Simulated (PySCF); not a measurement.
# C₄H₈F₂SSi: electronic excitations

Aim: predict the electronic excitations of C₄H₈F₂SSi (`C[Si@@]1(F)C[C@@H](F)CS1`).

The runs use PySCF 2.14.0, with density-fitted response routines of our own; the level of theory stands in each step. All values are computed, except where a source is named. Atoms are numbered from 0 throughout.

## 1. The starting structure

16 atoms, charge 0, multiplicity 1; geometry from: GFN2-xTB.

Bonds of the start (Å): C0–Si1 1.89, Si1–F2 1.62, Si1–C3 1.90, C3–C4 1.52, C4–F5 1.38, C4–C6 1.52, C6–S7 1.82, S7–Si1 2.15, C0–H8 1.09, C0–H9 1.09, C0–H10 1.09, C3–H11 1.09, C3–H12 1.09, C4–H13 1.10, C6–H14 1.09, C6–H15 1.09.

## 2. Ultraviolet spectrum: CAM-B3LYP/def2-SVPD

The job: settings as JSON, then the geometry in Å.

```
{"job": {"kind": "uv", "xc": "CAM-B3LYP", "basis": "def2-SVPD", "nstates": 8, "ntriplets": 3}, "charge": 0, "multiplicity": 1}
C      2.515505     0.652181    -0.009622
Si     0.978599    -0.377388    -0.380000
F      1.468241    -1.868181    -0.787602
C     -0.341593    -0.540758     0.972336
C     -1.684943    -0.525427     0.257255
F     -2.706846    -0.301184     1.159989
C     -1.719961     0.577001    -0.792601
S     -0.306161     0.383275    -1.928317
H      2.272854     1.668538     0.283052
H      3.148542     0.702862    -0.889963
H      3.094703     0.198732     0.788108
H     -0.233981    -1.450623     1.559246
H     -0.313119     0.300242     1.665551
H     -1.895782    -1.497005    -0.205950
H     -1.654747     1.554539    -0.313670
H     -2.628909     0.532141    -1.389222
```

With the program's defaults for keys left out, this is: TDDFT CAM-B3LYP/def2-SVPD, vertical, gas phase, core orbitals frozen in the response.

Run with:

```
> OMP_NUM_THREADS=1 python probes_run.py task.json out
```

The driver reads the jobs from task.json and runs them one after another.

Log:

```text
coarse grid: 14728 points
cycle   1  E = -1043.9162060997  dE =  9.682e-01  |g| = 7.289e-01  |ddm| = 5.561e+00
cycle   2  E = -1043.8860478888  dE =  3.016e-02  |g| = 9.170e-01  |ddm| = 1.910e+00
cycle   3  E = -1044.0220867951  dE = -1.360e-01  |g| = 8.255e-02  |ddm| = 8.592e-01
cycle   4  E = -1044.0234133529  dE = -1.327e-03  |g| = 2.880e-02  |ddm| = 1.658e-01
cycle   5  E = -1044.0236183387  dE = -2.050e-04  |g| = 5.455e-03  |ddm| = 5.089e-02
cycle   6  E = -1044.0236255363  dE = -7.198e-06  |g| = 2.034e-03  |ddm| = 1.197e-02
final grid: 134688 points
cycle   7  E = -1044.1510493177  dE = -3.266e-05  |g| = 3.856e-03  |ddm| = 6.264e-02
cycle   8  E = -1044.1510487913  dE =  5.264e-07  |g| = 4.450e-03  |ddm| = 1.036e-02
cycle   9  E = -1044.1510525300  dE = -3.739e-06  |g| = 4.323e-04  |ddm| = 4.270e-03
cycle  10  E = -1044.1510525599  dE = -2.991e-08  |g| = 1.770e-04  |ddm| = 6.716e-04
cycle  11  E = -1044.1510525672  dE = -7.294e-09  |g| = 2.143e-05  |ddm| = 2.912e-04
cycle  12  E = -1044.1510525674  dE = -1.769e-10  |g| = 6.305e-06  |ddm| = 6.726e-05
converged SCF energy = -1044.1510525674

Static polarisability (au): isotropic 88.542, principal 75.826 88.727 101.073

Singlet excitations
state   eV       nm        f      main configurations
  1   5.7572    215.4   0.00103   H->L 0.76, H->L+1 0.09
  2   6.6256    187.1   0.04794   H->L+1 0.61, H->L+2 0.21
  3   7.1447    173.5   0.01373   H->L+4 0.42, H-1->L 0.16, H->L+8 0.14
  4   7.3650    168.3   0.01467   H->L+2 0.33, H-1->L 0.20, H->L+1 0.10
  5   7.4468    166.5   0.02713   H-1->L 0.41, H->L+2 0.20, H->L+4 0.11
  6   7.6729    161.6   0.01157   H->L+3 0.68, H->L+1 0.11
  7   7.7783    159.4   0.02312   H->L+7 0.28, H->L+4 0.24, H->L+2 0.11
  8   8.0943    153.2   0.10677   H-1->L+1 0.60

Triplet excitations (Tamm-Dancoff, eV): 5.2862 6.2880 6.6497
```

Run time: 1.9 min. Hardware: 1 thread of Arm Neoverse N1, shared host; peak memory 1.1 GiB.

Frontier orbitals and where they lie:

```csv
orbital,eV,atoms
HOMO−3,-11.37,"F5 25 %, S7 16 %, C6 14 %"
HOMO−2,-10.62,"C0 22 %, Si1 16 %, C3 14 %"
HOMO−1,-9.90,"S7 46 %, C3 16 %, Si1 14 %"
HOMO,-8.59,"S7 71 %, C6 11 %, Si1 7 %"
LUMO,0.82,"S7 41 %, Si1 15 %, C6 10 %"
LUMO+1,0.98,"S7 22 %, Si1 14 %, C0 10 %"
LUMO+2,1.52,"S7 52 %, C0 6 %, Si1 5 %"
```

With each of the 8 states as a Gaussian band of 0.4 eV half-width at 1/e, the curve within the window shown has maxima at 186 nm (ε 2,100), 155 nm (ε 5,200) L/(mol cm). Beyond the last state computed it falls off for lack of states. The curve at chosen wavelengths:

nm, ε (L/mol/cm) and a bar:
```
      148       2574 ###############
      152       4662 ###########################
      155       5235 ##############################
      159       4656 ###########################
      163       3768 ######################
      166       3259 ###################
      170       2655 ###############
      174       2132 ############
      177       1932 ###########
      181       1972 ###########
      185       2106 ############
      188       2057 ############
      192       1701 ##########
      196       1162 #######
      200        669 ####
      203        404 ##
      207        195 #
      211        100 #
      214         69 
      218         49 
      222         38 
      225         30 
      229         21 
      233         13 
      236          9 
      240          5
```

Ground-state properties from the same run:

```csv
property,computed
dipole moment (D),2.04
polarisability (Å³),13.12
HOMO–LUMO gap (eV),9.41
−ε(HOMO) (eV),8.59
```

## 3. Results

```
                                quantity                        value
    lowest singlet (CAM-B3LYP/def2-SVPD)  5.76 eV (215 nm), f = 0.001
brightest single state of those computed  state 8, 8.09 eV, f = 0.107
                          lowest triplet                      5.29 eV
```

What this shows: The first singlet state (HOMO→LUMO 0.76, HOMO→LUMO+1 0.09) lies at 5.76 eV and is weak; of the 8 states computed, the strongest absorption comes from state 8 at 8.09 eV (the last computed, so partners may be missing). The lowest triplet lies 0.47 eV below the lowest singlet (triplets in Tamm-Dancoff, singlets in full TDDFT).
